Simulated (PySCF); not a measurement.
**Al: excitation energy in aug-cc-pV(Q+d)Z plus 1 even-tempered diffuse shell per l**

Wanted: the excitation energy of aluminium, up a ladder of methods.

Program: PySCF 2.14.0. Level of theory: unrestricted determinants in a Gaussian basis, no spin-orbit coupling in the energies. These are calculated values, not measurements, unless marked.

## 1. The system

* Element: aluminium (Z = 13)
* Basis: aug-cc-pV(Q+d)Z with one added diffuse shell each of s, p, d, f, g type (8s7p6d4f3g, 114 functions)
* Hamiltonian: no relativity, point nucleus
* State 1: Al: [Ne] 3s1 3p1 3d1, one real determinant (an excited configuration)
* Needed too, but not shown: Al [Ne] 3s2 3p1 (2P)
* Methods: UHF, LDA, PBE, PBE0, r2SCAN, M06, r2SCAN0, M06-2X, MP2
* Core shells frozen in the correlated runs: valence: [Ne] (for Al)

The outer shells:

Al [Ne] 3s1 3p1 3d1
```
[Ne] core
3s [↑ ]
3p [↑ ][  ][  ]
3d [↑ ][  ][  ][  ][  ]
```

The runs were made by one driver on top of PySCF. The scripts below sum up each run's settings (the driver also hands on starting orbitals that pick excited configurations, and frozen orbitals as a list rather than a count), and the logs come from the driver's own runs. The driver starts from symmetry-adapted Hartree-Fock orbitals, holds the occupation by maximum overlap and uses a logarithmic radial grid for functionals, so a plain start would take other cycles.

The integrals over 114 functions and the set-up took 1.5 s of CPU time.

## 2. Al [Ne] 3s1 3p1 3d1: the ladder of methods

Level: UHF.

Input file input.py:

```python
from pyscf import gto, scf, dft, mp, cc
import basis_set_exchange as bse
mol = gto.M(atom="Al 0 0 0", charge=0, spin=3, symmetry="D2h",
            basis=gto.basis.parse(bse.get_basis("aug-cc-pV(Q+d)Z", elements=["Al"], fmt="nwchem", augment_diffuse=1)))
mf = scf.UHF(mol)
mf.irrep_nelec = {'Ag': (3, 2), 'B2g': (1, 0), 'B1u': (1, 1), 'B2u': (2, 1), 'B3u': (1, 1)}
mf.kernel()
```

Output:

```text
damping factor = 0
level_shift factor = 0
DIIS = <class 'pyscf.scf.diis.CDIIS'>
diis_start_cycle = 1
diis_space = 10
diis_damp = 0
SCF conv_tol = 1e-09
SCF conv_tol_grad = None
number electrons alpha = 8  beta = 5
cycle= 1 E= -241.607753898989  delta_E= -0.00241  |g|= 0.0147  |ddm|= 0.0563
cycle= 2 E= -241.608093021542  delta_E= -0.000339  |g|= 0.00566  |ddm|= 0.0266
cycle= 3 E= -241.608152563462  delta_E= -5.95e-05  |g|= 0.000286  |ddm|= 0.0187
cycle= 4 E= -241.608152788677  delta_E= -2.25e-07  |g|= 5.2e-05  |ddm|= 0.00226
cycle= 5 E= -241.608152813402  delta_E= -2.47e-08  |g|= 1.86e-05  |ddm|= 0.000702
cycle= 6 E= -241.608152820326  delta_E= -6.92e-09  |g|= 1e-05  |ddm|= 0.000378
cycle= 7 E= -241.608152822659  delta_E= -2.33e-09  |g|= 2.53e-06  |ddm|= 0.000308
cycle= 8 E= -241.608152822726  delta_E= -6.76e-11  |g|= 5.03e-07  |ddm|= 4.76e-05
converged SCF energy = -241.608152822726  <S^2> = 3.7500421  2S+1 = 4.000021
```

It used 19 s of CPU time after the integrals (shared host).

The occupied shells:

```tsv
shell	electrons	mean orbital energy (eV)	spread (eV)	rms radius (bohr)
1s α	1	-1598.1	0	0.139
1s β	1	-1597.7	0	0.139
2s α	1	-139.78	0	0.678
2s β	1	-138.98	0	0.678
2p α	3	-93.738	0.253	0.673
2p β	3	-93.231	0.396	0.673
3s α	1	-16.952	0	2.57
3p α	1	-10.557	0	3.06
3d α	1	-1.725	0	9.34
```

⟨S²⟩ = 3.750, ⟨L²⟩ = 8.03.

Spin-orbit constants on these orbitals (cm⁻¹; bare nucleus, screened nucleus, mean field): 3p 130.1, 110.0, 99.15; 3d 0.5738, 0.1324, 0.04274. To first order in LS coupling the lowest level has J = 3/2 and lies 0.00820 eV below the centre of the term.

⟨L²⟩ = 8.03 against 12 for a pure F term, so this real determinant mixes terms.

Level: LDA.

input.py differs from the last one in:

```diff
@@ -4,3 +4,3 @@
             basis=gto.basis.parse(bse.get_basis("aug-cc-pV(Q+d)Z", elements=["Al"], fmt="nwchem", augment_diffuse=1)))
-mf = scf.UHF(mol)
+mf = dft.UKS(mol, xc="LDA,VWN")
 mf.irrep_nelec = {'Ag': (3, 2), 'B2g': (1, 0), 'B1u': (1, 1), 'B2u': (2, 1), 'B3u': (1, 1)}
```

Output:

```text
damping factor = 0
level_shift factor = 0
DIIS = <class 'pyscf.scf.diis.CDIIS'>
diis_start_cycle = 1
diis_space = 10
diis_damp = 0
SCF conv_tol = 1e-09
SCF conv_tol_grad = None
number electrons alpha = 8  beta = 5
XC functionals = LDA,VWN
    P. A. M. Dirac.,  Math. Proc. Cambridge Philos. Soc. 26, 376 (1930)
    F. Bloch.,  Z. Phys. 57, 545 (1929)
    S. H. Vosko, L. Wilk, and M. Nusair.,  Can. J. Phys. 58, 1200 (1980)
cycle= 1 E= -241.009168789402  delta_E= -0.0135  |g|= 0.0418  |ddm|=   26
cycle= 2 E= -241.010048659349  delta_E= -0.00088  |g|= 0.0117  |ddm|=  0.3
cycle= 3 E= -241.010239238386  delta_E= -0.000191  |g|= 0.0022  |ddm|= 0.225
cycle= 4 E= -241.010247473421  delta_E= -8.24e-06  |g|= 9.11e-05  |ddm|= 0.0329
cycle= 5 E= -241.010247494585  delta_E= -2.12e-08  |g|= 7.2e-06  |ddm|= 0.00261
cycle= 6 E= -241.010247494978  delta_E= -3.93e-10  |g|= 8e-07  |ddm|= 0.000154
converged SCF energy = -241.010247494978  <S^2> = 3.7500544  2S+1 = 4.0000272
```

CPU time 1.6 s on a shared host, the integrals not counted.

Level: PBE.

input.py differs from the last one in:

```diff
@@ -4,3 +4,3 @@
             basis=gto.basis.parse(bse.get_basis("aug-cc-pV(Q+d)Z", elements=["Al"], fmt="nwchem", augment_diffuse=1)))
-mf = dft.UKS(mol, xc="LDA,VWN")
+mf = dft.UKS(mol, xc="PBE")
 mf.irrep_nelec = {'Ag': (3, 2), 'B2g': (1, 0), 'B1u': (1, 1), 'B2u': (2, 1), 'B3u': (1, 1)}
```

Output:

```text
damping factor = 0
level_shift factor = 0
DIIS = <class 'pyscf.scf.diis.CDIIS'>
diis_start_cycle = 1
diis_space = 10
diis_damp = 0
SCF conv_tol = 1e-09
SCF conv_tol_grad = None
number electrons alpha = 8  beta = 5
XC functionals = PBE
    J. P. Perdew, K. Burke, and M. Ernzerhof.,  Phys. Rev. Lett. 77, 3865 (1996)
    J. P. Perdew, K. Burke, and M. Ernzerhof.,  Phys. Rev. Lett. 78, 1396 (1997)
    J. P. Perdew, K. Burke, and M. Ernzerhof.,  Phys. Rev. Lett. 77, 3865 (1996)
    J. P. Perdew, K. Burke, and M. Ernzerhof.,  Phys. Rev. Lett. 78, 1396 (1997)
cycle= 1 E= -241.931570012205  delta_E= -0.00948  |g|= 0.0323  |ddm|=   16
cycle= 2 E= -241.932109880095  delta_E= -0.00054  |g|= 0.00792  |ddm|= 0.284
cycle= 3 E= -241.932186961236  delta_E= -7.71e-05  |g|= 0.00123  |ddm|=  0.1
cycle= 4 E= -241.932189412634  delta_E= -2.45e-06  |g|= 0.000233  |ddm|= 0.0124
cycle= 5 E= -241.932189531477  delta_E= -1.19e-07  |g|= 2.47e-05  |ddm|= 0.00252
cycle= 6 E= -241.932189533298  delta_E= -1.82e-09  |g|= 2.07e-06  |ddm|= 0.000366
cycle= 7 E= -241.932189533321  delta_E= -2.36e-11  |g|= 4.63e-07  |ddm|= 3.64e-05
converged SCF energy = -241.932189533321  <S^2> = 3.750022  2S+1 = 4.000011
```

CPU time 3.3 s on a shared host, the integrals not counted.

Level: PBE0.

input.py differs from the last one in:

```diff
@@ -4,3 +4,3 @@
             basis=gto.basis.parse(bse.get_basis("aug-cc-pV(Q+d)Z", elements=["Al"], fmt="nwchem", augment_diffuse=1)))
-mf = dft.UKS(mol, xc="PBE")
+mf = dft.UKS(mol, xc="PBE0")
 mf.irrep_nelec = {'Ag': (3, 2), 'B2g': (1, 0), 'B1u': (1, 1), 'B2u': (2, 1), 'B3u': (1, 1)}
```

Output:

```text
damping factor = 0
level_shift factor = 0
DIIS = <class 'pyscf.scf.diis.CDIIS'>
diis_start_cycle = 1
diis_space = 10
diis_damp = 0
SCF conv_tol = 1e-09
SCF conv_tol_grad = None
number electrons alpha = 8  beta = 5
XC functionals = PBE0
    C. Adamo and V. Barone.,  J. Chem. Phys. 110, 6158 (1999)
    M. Ernzerhof and G. E. Scuseria.,  J. Chem. Phys. 110, 5029 (1999)
cycle= 1 E= -241.951637175927  delta_E= -0.00581  |g|= 0.016  |ddm|= 8.32
cycle= 2 E= -241.95189374019  delta_E= -0.000257  |g|= 0.00374  |ddm|= 0.33
cycle= 3 E= -241.951926943934  delta_E= -3.32e-05  |g|= 0.00109  |ddm|= 0.0381
cycle= 4 E= -241.95193629321  delta_E= -9.35e-06  |g|= 0.000187  |ddm|= 0.0173
cycle= 5 E= -241.951936561519  delta_E= -2.68e-07  |g|= 2.4e-05  |ddm|= 0.00342
cycle= 6 E= -241.951936563513  delta_E= -1.99e-09  |g|= 4.04e-06  |ddm|= 0.000508
cycle= 7 E= -241.95193656362  delta_E= -1.07e-10  |g|= 5.04e-07  |ddm|= 6.62e-05
converged SCF energy = -241.95193656362  <S^2> = 3.7500184  2S+1 = 4.0000092
```

It used 3.7 s of CPU time after the integrals (shared host).

Level: r2SCAN.

input.py differs from the last one in:

```diff
@@ -4,3 +4,3 @@
             basis=gto.basis.parse(bse.get_basis("aug-cc-pV(Q+d)Z", elements=["Al"], fmt="nwchem", augment_diffuse=1)))
-mf = dft.UKS(mol, xc="PBE0")
+mf = dft.UKS(mol, xc="R2SCAN")
 mf.irrep_nelec = {'Ag': (3, 2), 'B2g': (1, 0), 'B1u': (1, 1), 'B2u': (2, 1), 'B3u': (1, 1)}
```

Output:

```text
damping factor = 0
level_shift factor = 0
DIIS = <class 'pyscf.scf.diis.CDIIS'>
diis_start_cycle = 1
diis_space = 10
diis_damp = 0
SCF conv_tol = 1e-09
SCF conv_tol_grad = None
number electrons alpha = 8  beta = 5
XC functionals = R2SCAN
    J. W. Furness, A. D. Kaplan, J. Ning, J. P. Perdew, and J. Sun.,  J. Phys. Chem. Lett. 11, 8208-8215 (2020)
    J. W. Furness, A. D. Kaplan, J. Ning, J. P. Perdew, and J. Sun.,  J. Phys. Chem. Lett. 11, 9248-9248 (2020)
    J. W. Furness, A. D. Kaplan, J. Ning, J. P. Perdew, and J. Sun.,  J. Phys. Chem. Lett. 11, 8208-8215 (2020)
    J. W. Furness, A. D. Kaplan, J. Ning, J. P. Perdew, and J. Sun.,  J. Phys. Chem. Lett. 11, 9248-9248 (2020)
cycle= 1 E= -242.038939923397  delta_E= -0.00646  |g|= 0.0195  |ddm|= 7.08
cycle= 2 E= -242.039219918898  delta_E= -0.00028  |g|= 0.00287  |ddm|= 0.564
cycle= 3 E= -242.039240547312  delta_E= -2.06e-05  |g|= 0.000953  |ddm|= 0.0867
cycle= 4 E= -242.0392420298  delta_E= -1.48e-06  |g|= 0.000268  |ddm|= 0.00925
cycle= 5 E= -242.039242106549  delta_E= -7.67e-08  |g|= 2.9e-05  |ddm|= 0.0019
cycle= 6 E= -242.039242108373  delta_E= -1.82e-09  |g|= 1.65e-06  |ddm|= 0.000482
cycle= 7 E= -242.039242108389  delta_E= -1.61e-11  |g|= 1.98e-07  |ddm|= 2.4e-05
converged SCF energy = -242.039242108389  <S^2> = 3.7500582  2S+1 = 4.0000291
```

CPU time 5.4 s on a shared host, the integrals not counted.

Level: M06.

input.py differs from the last one in:

```diff
@@ -4,3 +4,3 @@
             basis=gto.basis.parse(bse.get_basis("aug-cc-pV(Q+d)Z", elements=["Al"], fmt="nwchem", augment_diffuse=1)))
-mf = dft.UKS(mol, xc="R2SCAN")
+mf = dft.UKS(mol, xc="M06")
 mf.irrep_nelec = {'Ag': (3, 2), 'B2g': (1, 0), 'B1u': (1, 1), 'B2u': (2, 1), 'B3u': (1, 1)}
```

Output:

```text
damping factor = 0
level_shift factor = 0
DIIS = <class 'pyscf.scf.diis.CDIIS'>
diis_start_cycle = 1
diis_space = 10
diis_damp = 0
SCF conv_tol = 1e-09
SCF conv_tol_grad = None
number electrons alpha = 8  beta = 5
XC functionals = M06
    Y. Zhao and D. G. Truhlar.,  Theor. Chem. Acc. 120, 215 (2008)
    Y. Zhao and D. G. Truhlar.,  Theor. Chem. Acc. 120, 215 (2008)
cycle= 1 E= -242.048729885499  delta_E= -0.00575  |g|= 0.0117  |ddm|= 10.3
cycle= 2 E= -242.048852934604  delta_E= -0.000123  |g|= 0.00233  |ddm|= 0.517
cycle= 3 E= -242.048862633723  delta_E= -9.7e-06  |g|= 0.00063  |ddm|= 0.0504
cycle= 4 E= -242.048863651673  delta_E= -1.02e-06  |g|= 6.23e-05  |ddm|= 0.0161
cycle= 5 E= -242.048863660589  delta_E= -8.92e-09  |g|= 6.09e-06  |ddm|= 0.00232
cycle= 6 E= -242.048863660668  delta_E= -7.86e-11  |g|= 8.23e-07  |ddm|= 0.00013
converged SCF energy = -242.048863660668  <S^2> = 3.7501534  2S+1 = 4.0000767
```

It used 6.9 s of CPU time after the integrals (shared host).

Level: r2SCAN0.

input.py differs from the last one in:

```diff
@@ -4,3 +4,3 @@
             basis=gto.basis.parse(bse.get_basis("aug-cc-pV(Q+d)Z", elements=["Al"], fmt="nwchem", augment_diffuse=1)))
-mf = dft.UKS(mol, xc="M06")
+mf = dft.UKS(mol, xc="HYB_MGGA_XC_R2SCAN0")
 mf.irrep_nelec = {'Ag': (3, 2), 'B2g': (1, 0), 'B1u': (1, 1), 'B2u': (2, 1), 'B3u': (1, 1)}
```

Output:

```text
damping factor = 0
level_shift factor = 0
DIIS = <class 'pyscf.scf.diis.CDIIS'>
diis_start_cycle = 1
diis_space = 10
diis_damp = 0
SCF conv_tol = 1e-09
SCF conv_tol_grad = None
number electrons alpha = 8  beta = 5
XC functionals = HYB_MGGA_XC_R2SCAN0
    M. Bursch, H. Neugebauer, S. Ehlert, and S. Grimme.,  J. Chem. Phys. 156, 134105 (2022)
cycle= 1 E= -242.032342503564  delta_E= -0.00456  |g|= 0.0116  |ddm|= 4.62
cycle= 2 E= -242.032604805412  delta_E= -0.000262  |g|= 0.00282  |ddm|= 0.414
cycle= 3 E= -242.03264193108  delta_E= -3.71e-05  |g|= 0.00102  |ddm|= 0.0328
cycle= 4 E= -242.032647856264  delta_E= -5.93e-06  |g|= 0.000181  |ddm|= 0.0138
cycle= 5 E= -242.03264806615  delta_E= -2.1e-07  |g|= 1.66e-05  |ddm|= 0.00402
cycle= 6 E= -242.032648066786  delta_E= -6.36e-10  |g|= 1.68e-06  |ddm|= 0.000179
converged SCF energy = -242.032648066786  <S^2> = 3.7500419  2S+1 = 4.000021
```

CPU time 6.1 s on a shared host, the integrals not counted.

Level: M06-2X.

input.py differs from the last one in:

```diff
@@ -4,3 +4,3 @@
             basis=gto.basis.parse(bse.get_basis("aug-cc-pV(Q+d)Z", elements=["Al"], fmt="nwchem", augment_diffuse=1)))
-mf = dft.UKS(mol, xc="HYB_MGGA_XC_R2SCAN0")
+mf = dft.UKS(mol, xc="M062X")
 mf.irrep_nelec = {'Ag': (3, 2), 'B2g': (1, 0), 'B1u': (1, 1), 'B2u': (2, 1), 'B3u': (1, 1)}
```

Output:

```text
damping factor = 0
level_shift factor = 0
DIIS = <class 'pyscf.scf.diis.CDIIS'>
diis_start_cycle = 1
diis_space = 10
diis_damp = 0
SCF conv_tol = 1e-09
SCF conv_tol_grad = None
number electrons alpha = 8  beta = 5
XC functionals = M062X
    Y. Zhao and D. G. Truhlar.,  Theor. Chem. Acc. 120, 215 (2008)
    Y. Zhao and D. G. Truhlar.,  Theor. Chem. Acc. 120, 215 (2008)
cycle= 1 E= -242.028301350099  delta_E= -0.00602  |g|= 0.0132  |ddm|= 13.8
cycle= 2 E= -242.028674153335  delta_E= -0.000373  |g|= 0.00476  |ddm|= 0.283
cycle= 3 E= -242.028785629633  delta_E= -0.000111  |g|= 0.00296  |ddm|= 0.0661
cycle= 4 E= -242.028855441614  delta_E= -6.98e-05  |g|= 0.00116  |ddm|= 0.0479
cycle= 5 E= -242.028865785549  delta_E= -1.03e-05  |g|= 0.000146  |ddm|= 0.0231
cycle= 6 E= -242.02886588153  delta_E= -9.6e-08  |g|= 6.71e-05  |ddm|= 0.00269
cycle= 7 E= -242.028865934645  delta_E= -5.31e-08  |g|= 2.03e-05  |ddm|= 0.00165
cycle= 8 E= -242.028865938034  delta_E= -3.39e-09  |g|= 2.13e-06  |ddm|= 0.000348
cycle= 9 E= -242.028865938062  delta_E= -2.79e-11  |g|= 6.02e-07  |ddm|= 4.32e-05
converged SCF energy = -242.028865938062  <S^2> = 3.7500464  2S+1 = 4.0000232
```

It used 12 s of CPU time after the integrals (shared host).

Level: MP2 (valence).

input.py differs from the last one in:

```diff
@@ -4,4 +4,5 @@
             basis=gto.basis.parse(bse.get_basis("aug-cc-pV(Q+d)Z", elements=["Al"], fmt="nwchem", augment_diffuse=1)))
-mf = dft.UKS(mol, xc="M062X")
+mf = scf.UHF(mol)
 mf.irrep_nelec = {'Ag': (3, 2), 'B2g': (1, 0), 'B1u': (1, 1), 'B2u': (2, 1), 'B3u': (1, 1)}
 mf.kernel()
+mp.UMP2(mf, frozen=5).kernel()
```

No log was kept for this step.

CPU time 0.45 s on a shared host, the integrals not counted.

With 3 electrons correlated, the MP2 correlation energy is -0.00602 hartree (-0.00602 same spin, 0.00000 opposite spin); the SCS form gives -0.00201. Largest pairs of shells: 3s-3p -0.0026, 3p-3d -0.0018, 3s-3d -0.0016, 3s-3s 0.0000, 3p-3p 0.0000.

Radial density 4πr²ρ of Al at UHF:

```tsv
r (bohr)	density	spin density
0.00198	0.0654	0.000
0.00333	0.179	0.000
0.00560	0.477	0.001
0.00941	1.22	0.003
0.0158	2.93	0.006
0.0266	6.26	0.013
0.0448	11.1	0.022
0.0754	14.5	0.026
0.127	12.1	0.017
0.213	8.48	0.046
0.359	11.7	0.139
0.603	10.8	0.061
1.01	3.18	0.082
1.71	0.910	0.749
2.87	0.708	0.708
4.83	0.183	0.183
8.12	0.113	0.113
13.7	0.0328	0.033
23.0	0.000753	0.001
```

## 3. Differences of total energies

Excitation energy: Al [Ne] 3s2 3p1 (2P) → Al [Ne] 3s1 3p1 3d1 (high-spin determinant).

```tsv
method	value (eV)
UHF	7.410
LDA	8.353
PBE	8.195
PBE0	8.242
r2SCAN	8.088
M06	8.336
r2SCAN0	8.203
M06-2X	8.735
MP2 (valence)	8.284
SCS-MP2 (valence)	8.538
```

The determinant of Al mixes LS terms, which raises its energy at the Hartree-Fock and MP2 levels.

The differences also use runs on Al [Ne] 3s2 3p1 (2P), which are not shown here.

## 4. Summary of results

| quantity | value |
| --- | --- |
| excitation energy, Al → [Ne] 3s1 3p1 3d1 | UHF 7.410, MP2 (valence) 8.284 eV |

In words: The methods span 1.325 eV, from UHF (7.410) to M06-2X (8.735). No reference value is at hand in this session. The basis is finite, and no extrapolation was made.
